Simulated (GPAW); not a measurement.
# MoS2 (P6_3/mmc) in GPAW: notebook

The runs below take MoS2 through dielectric tensor, optical spectrum, with LDA.

All numbers are computed with GPAW 26.7.0; they aren't measurements. Logs are shortened: lines on timing, memory, paths and dates and some standing lists are left out, and cuts for length are marked. The log counts tension as positive stress, the text compression.

**The experiment to reproduce.**

From “Multiwavelength excitation Raman Scattering Analysis of bulk and 2 dimensional MoS2: Vibrational properties of atomically thin MoS2 layers”, 2015, arxiv:1506.03228, for a bulk crystal of MoS2 at 300 K: band gap 1.3 eV (indirect).

The runs below are set against these values where they give the same quantity.

**1. The crystal as given**

It takes space group P6_3/mmc (No. 194, hexagonal). Conventional cell: a = 3.161 Å, b = 3.161 Å, c = 12.295 Å, α = 90.00°, β = 90.00°, γ = 120.00°. Mo (site symmetry -6m2) has 6 S at 2.37 Å as nearest neighbours. Around S (site symmetry 3m) lie 3 Mo at 2.37 Å.

**2. Dielectric tensor, LDA**

Contents of run.py:

```python
import numpy as np
from ase import Atoms
from ase.dft.bandgap import bandgap
from ase.io import write
from gpaw import GPAW, PW
from gpaw.response.df import DielectricFunction

atoms = Atoms(['Mo', 'Mo', 'S', 'S', 'S', 'S'],
              cell=[[3.161, 0.0, 0.0],
                    [-1.5805, 2.7375063014, 0.0],
                    [0.0, 0.0, 12.295]],
              scaled_positions=[[0.3333333333, 0.6666666667, 0.25],
                                [0.6666666667, 0.3333333333, 0.75],
                                [0.3333333333, 0.6666666667, 0.6275],
                                [0.6666666667, 0.3333333333, 0.1275],
                                [0.3333333333, 0.6666666667, 0.8725],
                                [0.6666666667, 0.3333333333, 0.3725]],
              pbc=True)

calc = GPAW(mode=PW(500),
            xc='LDA',
            kpts={'size': (8, 8, 2), 'gamma': True},
            occupations={'name': 'fermi-dirac', 'width': 0.001},
            nbands=46,
            convergence={'density': 1e-06},
            maxiter=150,
            txt='gpaw.txt')
atoms.calc = calc
energy = atoms.get_potential_energy()
calc.write('gs.gpw')
write('result.traj', atoms)
print(f'Energy: {energy:.6f} eV')
print('Fermi level:', round(calc.get_fermi_level(), 4), 'eV')
print(f'Gap: {bandgap(calc)[0]:.4f} eV, direct: {bandgap(calc, direct=True)[0]:.4f} eV')

for size in [(8, 8, 2), (12, 12, 3)]:
    name = 'x'.join(str(n) for n in size)
    dense = calc.fixed_density(kpts={'size': size, 'gamma': True},
                               nbands=80, convergence={'bands': 74, 'eigenstates': 1e-7},
                               update_fermi_level=True, txt=f'dense-{name}.txt')
    dense.write(f'{name}.gpw', mode='all')
    df = DielectricFunction(f'{name}.gpw', frequencies=np.array([0.0]), hilbert=False, eta=0.001,
                            ecut=60, nbands=74, intraband=False, txt=f'df-{name}.txt')
    for xc in ['RPA', 'Bootstrap', 'LR0.3']:
        for direction in ['x', 'y', 'z', [0, 1, 1], [1, 0, 1], [1, 1, 0]]:
            e0, e = df.get_macroscopic_dielectric_constant(xc=xc, direction=direction)
            print(f'{name} {xc} {direction}: {e0:.4f} without, {e:.4f} with local fields')
```

Potentials or basis: the program's PAW data sets (release 1.2.1) made for this functional, pw.

The run is started by

```
OMP_NUM_THREADS=1 python run.py
```

gpaw.txt:

```text
__  _  _
 | _ |_)|_||  |
 |__||  | ||/\| - 26.7.0

Input parameters:
  mode=PW(ecut=500.0),
  convergence={'density': 1e-06},
  kpts=MonkhorstPack(size=(8, 8, 2), gamma=True),
  maxiter=150,
  nbands=46,
  occupations=Occupations(name='fermi-dirac', width=0.001),
  xc=XC(name='LDA')

Diagonalizing LCAO Hamiltonian
Converting LCAO to pw mode

        S

           Mo
        S

           S
        Mo

           S

Atoms  # Å, Bohr magnetons
|   | symbol |         x |        y |         z |    initial magnetic moments |
|---|--------|-----------|----------|-----------|-----------------------------|
| 0 |     Mo | -0.000000 | 1.825004 |  3.073750 | ( 0.0000,  0.0000,  0.0000) |
| 1 |     Mo |  1.580500 | 0.912502 |  9.221250 | ( 0.0000,  0.0000,  0.0000) |
| 2 |      S | -0.000000 | 1.825004 |  7.715112 | ( 0.0000,  0.0000,  0.0000) |
| 3 |      S |  1.580500 | 0.912502 |  1.567613 | ( 0.0000,  0.0000,  0.0000) |
| 4 |      S | -0.000000 | 1.825004 | 10.727388 | ( 0.0000,  0.0000,  0.0000) |
| 5 |      S |  1.580500 | 0.912502 |  4.579887 | ( 0.0000,  0.0000,  0.0000) |

Unit cell  # Å
| periodic |         x |        y |         z |   lengths |     angles |
|----------|-----------|----------|-----------|-----------|------------|
|      yes |  3.161000 | 0.000000 |  0.000000 |  3.161000 |  90.000000 |
|      yes | -1.580500 | 2.737506 |  0.000000 |  3.161000 |  90.000000 |
|      yes |  0.000000 | 0.000000 | 12.295000 | 12.295000 | 120.000000 |

Number of symmetries: 12
Symmetry operations  # r_c * U_cc + t_c -> r_c
|    | kind |            matrix            |
|----|------|------------------------------|
|  0 |  σ   |  1, 1, 0,  0,-1, 0,  0, 0, 1 |
|  1 |  S6  |  1, 1, 0, -1, 0, 0,  0, 0,-1 |
|  2 |  E   |  1, 0, 0,  0, 1, 0,  0, 0, 1 |
|  3 |  C2  |  1, 0, 0, -1,-1, 0,  0, 0,-1 |
|  4 |  C2  |  0, 1, 0,  1, 0, 0,  0, 0,-1 |
|  5 |  C3  |  0, 1, 0, -1,-1, 0,  0, 0, 1 |
|  6 |  S6  |  0,-1, 0,  1, 1, 0,  0, 0,-1 |
|  7 |  σ   |  0,-1, 0, -1, 0, 0,  0, 0, 1 |
|  8 |  σ   | -1, 0, 0,  1, 1, 0,  0, 0, 1 |
|  9 |  i   | -1, 0, 0,  0,-1, 0,  0, 0,-1 |
| 10 |  C3  | -1,-1, 0,  1, 0, 0,  0, 0, 1 |
| 11 |  C2  | -1,-1, 0,  0, 1, 0,  0, 0,-1 |

BZ-sampling:
  Number of BZ points: 128
  Number of IBZ points: 20

  Monkhorst-Pack size: [8, 8, 2]
  Monkhorst-Pack shift: [0.0625, 0.0625, 0.25]

K-points  # in reciprocal-cell coordinates
|     |                                coordinates |     weight |
|-----|--------------------------------------------|------------|
|   0 | (  0.00000000,   0.00000000,   0.00000000) | 0.00781250 |
|   1 | (  0.00000000,   0.00000000,   0.50000000) | 0.00781250 |
|   2 | (  0.12500000,   0.00000000,   0.00000000) | 0.04687500 |
|   3 | (  0.12500000,   0.00000000,   0.50000000) | 0.04687500 |
|   4 | (  0.25000000,  -0.12500000,   0.00000000) | 0.04687500 |
|   5 | (  0.25000000,  -0.12500000,   0.50000000) | 0.04687500 |
|   6 | (  0.25000000,   0.00000000,   0.00000000) | 0.04687500 |
|   7 | (  0.25000000,   0.00000000,   0.50000000) | 0.04687500 |
|   8 | (  0.37500000,  -0.12500000,   0.00000000) | 0.09375000 |
|   9 | (  0.37500000,  -0.12500000,   0.50000000) | 0.09375000 |
| ... |                                            |            |
|  19 | (  0.50000000,   0.50000000,   0.50000000) | 0.02343750 |

Plane wave coefficients: 2736
Cutoff: 500.0 eV

Spin-components: 1 (collinear spins)
Bands:           46
Projectors:      32
Spin-degeneracy: 2
Datatype:        complex128

Parallelization:
  kpt:    1
  domain: 1
  band:   1

Density:
  Valence electrons: 52.0
  Components: 1
  Grid points: [18 18 64]
  Charge: 0.0  # |e|

Potential:
  Grid points: [18 18 64]

species:
  Mo:
    name:    Molybdenum
    Z:       42.0
    valence: 14
    core:    28
    charge:  0.0  # [|e|]
    compensation charges:
      type: gauss
      rc: 0.38  # [Å]
      lmax: 2
    cutoffs:
      filter: 2.16  # [Å]
      core: 1.42  # [Å]
    projectors
    | kind |    occ | energy [eV] | rcut [Å] |
    |------|--------|-------------|----------|
    |   4s |  2.000 |     -64.384 |    1.238 |
    |   5s |  1.000 |      -4.319 |    1.238 |
    |   4p |  6.000 |     -38.595 |    1.296 |
    |   5p |  0.000 |      -1.161 |    1.296 |
    |   4d |  5.000 |      -3.933 |    1.296 |
    |    d |        |      23.278 |    1.296 |

    Using partial waves for Mo as LCAO basis

  S:
    name:    Sulfur
    Z:       16.0
    valence: 6
    core:    10
    charge:  0.0  # [|e|]
    compensation charges:
      type: gauss
      rc: 0.24  # [Å]
      lmax: 2
    cutoffs:
      filter: 1.77  # [Å]
      core: 1.66  # [Å]
    projectors
    | kind |    occ | energy [eV] | rcut [Å] |
    |------|--------|-------------|----------|
    |   3s |  2.000 |     -17.278 |    0.974 |
    |   3p |  4.000 |      -7.106 |    0.979 |
    |    s |        |       9.933 |    0.974 |
    |    p |        |      20.105 |    0.979 |
    |    d |        |       0.000 |    0.900 |

    Using partial waves for S as LCAO basis

Reference energy: -263337.961849  # eV

eigensolver:
  PPCG
  Converge bands: occupied
  niter=2

density mixing:
  MSR1-Mixer
  Pratt-step length: 0.05
  Maximum mixing coefficient: 0.75
  Old densities: 10
  SVD Regularization: 0.005
  Good broyden scale: 1.0
  Trust region scale: 1.0
  Backstep threshold: 4.0
  History deletion threshold: 6.0
  Fourier metric: weight=20.0, sigma=0.015

occupation numbers:
  Fermi-Dirac:
    width: 0.0010  # eV

poisson solver:
  ecut: 4000.0  # eV

xc functional:
  name: None

convergence criteria:
- Maximum integral of absolute [dens]ity change: 1e-06 electrons / valence electron
- Maximum [total energy] change in last 3 cyles: 0.0005 eV / valence electron
- Maximum integral of absolute [eigenst]ate change: 4e-08 eV^2 / valence electron
maximum number of iterations: 150

SCF iterations
|iter     | |      energy | eigst |  dens |
|---------|-|-------------|-------|-------|
|iter:   1| |  -52.497488 | +0.55 |       |
|iter:   2| |  -51.822812 | -1.13 | -1.00 |
|iter:   3| |  -49.840794 | -1.12 | -1.07 |
|iter:   4| |  -49.662445 | -1.96 | -1.46 |
|iter:   5| |  -49.650292 | -2.53 | -1.79 |
|iter:   6| |  -49.672153c| -2.89 | -2.03 |
|iter:   7| |  -49.628827 | -3.19 | -2.05 |
|iter:   8| |  -49.628821 | -5.00 | -3.06 |
|iter:   9| |  -49.628822c| -6.04 | -3.50 |
|iter:  10| |  -49.628822c| -7.40 | -4.41 |
|iter:  11| |  -49.628822c| -7.78c| -4.88 |
|iter:  12| |  -49.628822c| -8.48c| -5.52 |
|iter:  13| |  -49.628822c| -9.02c| -6.15c|

Converged in 13 steps
Energy contributions relative to reference atoms: (reference = -263337.961849)

Energy contributions:
  Kinetic:           8.859947
  Coulomb:         -18.363806
  Zero:             -0.361298
  External:          0.000000
  Xc:              -39.763665
  Entropy:          -0.000000
  Spinorbit:         0.000000
  ----------------------------
  Free energy:     -49.628822
  Extrapolated:    -49.628822

dipole moment: (0.000001, 0.000002, 0.000007)  # |e|*Ang

Fermi level: 9.023
Eigenvalues  # (at kpt = [0.000, 0.000, 0.000])
| band index |      eig [eV] | occ [0-2] |
|------------|---------------|-----------|
|          0 |       -53.372 |     2.000 |
|        ... |               |           |
|         18 |         4.676 |     2.000 |
|         19 |         5.606 |     2.000 |
|         20 |         5.606 |     2.000 |
|         21 |         5.642 |     2.000 |
|         22 |         5.642 |     2.000 |
|         23 |         6.899 |     2.000 |
|         24 |         7.012 |     2.000 |
|         25 |         8.197 |     2.000 |
|         26 |        10.158 |     0.000 |
|         27 |        10.158 |     0.000 |
|         28 |        10.173 |     0.000 |
|         29 |        10.173 |     0.000 |
|         30 |        10.501 |     0.000 |
|         31 |        10.501 |     0.000 |
|         32 |        10.650 |     0.000 |
|         33 |        10.650 |     0.000 |
|        ... |               |           |
|         45 |        20.546 |     0.000 |

Gap: 0.872 eV
Transition (v -> c):
  (s=0, k=0, n=25, [0.00, 0.00, 0.00]) -> (s=0, k=12, n=26, [0.38, 0.38, 0.00])
Direct/indirect transitions are different
Direct gap: 1.909 eV
Transition at: (s=0, k=12, n=25, [0.38, 0.38, 0.00])
# Writing to gs.gpw (mode='')
```

Run time: 9.8 min. Hardware: 1 thread of Intel Xeon Platinum 8375C at 2.90GHz (Ice Lake), shared host; peak memory 0.69 GiB.

Results:

```
Free energy                             : -49.6288 eV
Band gap on the k mesh                  : 0.87 eV, indirect (least direct gap 1.91 eV)
Electronic dielectric tensor (diagonal) : 13.83, 13.83, 5.64
```

Electronic dielectric tensor:
```
13.83  0.00  0.00
 0.00 13.83  0.00
 0.00  0.00  5.64
```

Caveat: the long-wavelength limit can be off by several per cent where d states take part; an odd mesh through Γ misses points on the zone boundary, where band edges often lie.

(Continued in part 2 of 2.)
